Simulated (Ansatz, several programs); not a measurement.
LaLuAs₂, ordered on the rocksalt lattice (R-3m) with 4 atoms a cell, relaxed with r2SCAN in Ansatz (plane waves, PAW): space group R-3m (No. 166), trigonal; conventional cell a = 4.206 Å, c = 20.525 Å, 26.20 Å³ an atom. La is surrounded by 6 As at 3.05 Å; Lu is surrounded by 6 As at 2.89 Å; As is surrounded by 3 Lu at 2.89 Å and 3 La at 3.05 Å. The cell was then scaled with its shape and fractional coordinates held, which makes it stiffer than a relaxed compression. Spin-unpolarised throughout. Whether this structure exists isn't addressed.

| V (Å³/atom) | E (meV/atom) |
| --- | --- |
| 24.632 | 25.29 |
| 25.418 | 6.00 |
| 26.204 | 0.00 |
| 27.776 | 20.72 |

Question: Pass a cubic E = c₀ + c₁u + c₂u² + c₃u³, with u = V − 26.007 Å³, through these points.

Answer: c₀ = 0.35, c₁ = -3.677, c₂ = 9.672, c₃ = -0.6135 (meV and Å³).

Question: Where is the minimum, and what bulk modulus follows?

Answer: dE/du = 0 at u = +0.194, so V₀ = 26.20 Å³. B = V₀ d²E/dV² = 26.20 × (2c₂ + 6c₃u) = 26.20 × 18.631 = 488 meV/Å³, and 1 meV/Å³ is 0.16022 GPa: 78 GPa. A third-order Birch-Murnaghan fit to all five points gives 26.20 Å³ and 78 GPa.

Question: Predict the energy and the pressure at the withheld volume, 26.990 Å³.

Answer: With u = +0.983: E ≈ 5.50 meV and P = −dE/dV ≈ -2.17 GPa. The run gives 5.44 meV and, from its stress, -2.16 GPa.
